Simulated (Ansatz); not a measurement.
# [Cu(H2O)2]+ (CuH4O2+): geometry, orbitals and charge

Aim: characterise [Cu(H2O)2]+ (CuH4O2+) as a singlet: its structure, frontier levels and distribution of charge.

The runs use Ansatz 0.2.0, Gaussian basis; RKS PBE0-D4/def2-TZVP.

Levels to be run: relaxation at PBE0-D4/def2-TZVP; a search for the lowest solution at PBE0-D4/def2-SVP; a single point at PBE0-D4/def2-TZVP.

### Step 1. Starting geometry

7 atoms, charge 1, spin multiplicity 1.

Atoms are counted from 1 here; the program's logs count them from 0.

Bond lengths: Cu1–O2 1.917 Å, Cu1–O5 1.917 Å, O2–H3 0.966 Å, O2–H4 0.966 Å, O5–H6 0.966 Å, O5–H7 0.966 Å. Angles: O2–Cu1–O5 179.5°, Cu1–O2–H3 115.6°, Cu1–O2–H4 115.9°, H3–O2–H4 108.8°, Cu1–O5–H6 115.6°, Cu1–O5–H7 115.9°, H6–O5–H7 108.8°.

Formally the metal is d10. No spin-orbit coupling is included. The ion is computed in the gas phase, without counter-ions or solvent.

The start is a GFN2-xTB geometry.

### Step 2. Optimising with PBE0-D4/def2-TZVP

in.yaml

```yaml
crystal:
  periodic: [false, false, false]
  atoms:
    - {symbol: Cu, position_ang: [0.002710, -0.001390, 0.000160]}
    - {symbol: O, position_ang: [0.009320, 0.001250, 1.916820]}
    - {symbol: H, position_ang: [-0.534190, 0.681520, 2.335310]}
    - {symbol: H, position_ang: [0.879380, -0.002430, 2.335600]}
    - {symbol: O, position_ang: [-0.018310, 0.002750, -1.916770]}
    - {symbol: H, position_ang: [-0.892850, -0.035840, -2.325130]}
    - {symbol: H, position_ang: [0.553930, -0.645860, -2.346000]}
basis:
  gaussian: {orbitals: def2-TZVP}
total_charge: 1
hamiltonian: {xc: pbe0, dispersion: d4}
scf: {lower_state_search: "off"}
output: {orbitals: {seedname: orbitals}}
relax: {f_tol: 0.02, max_steps: 100}
```

The run is started by

```
$ ansatz run in.yaml --threads 4 --pin off --events-out ev --progress --plain --max-ram 3916MiB
```

Further steps of the session: Searching for the lowest solution, PBE0-D4/def2-SVP; Single point, PBE0-D4/def2-TZVP.

Q: Predict the results of all the runs planned. Wanted: point group; near neighbours of the metal; HOMO, LUMO at PBE0-D4/def2-TZVP; charge on the metal.

**Answer**, as computed:

| quantity | value |
| --- | --- |
| point group | C2h |
| near neighbours of the metal | O 1.91, O 1.91 Å |
| HOMO, LUMO at PBE0-D4/def2-TZVP | -12.37, -5.75 eV |
| charge on the metal (Mulliken, PBE0-D4/def2-TZVP) | +0.51 e |

In words: The molecule keeps its bonding pattern by the stored test; the atoms moved 0.10 Å (rms). The Mulliken charge of the metal, +0.51 e, depends on the basis and isn't its oxidation state. No usable vibrations, so a minimum isn't proven. The HOMO lies nearest to Cu1 94 % and the LUMO to Cu1 45 %; 4 H atoms about 10 % each. Whether this spin is the lowest isn't tested here.
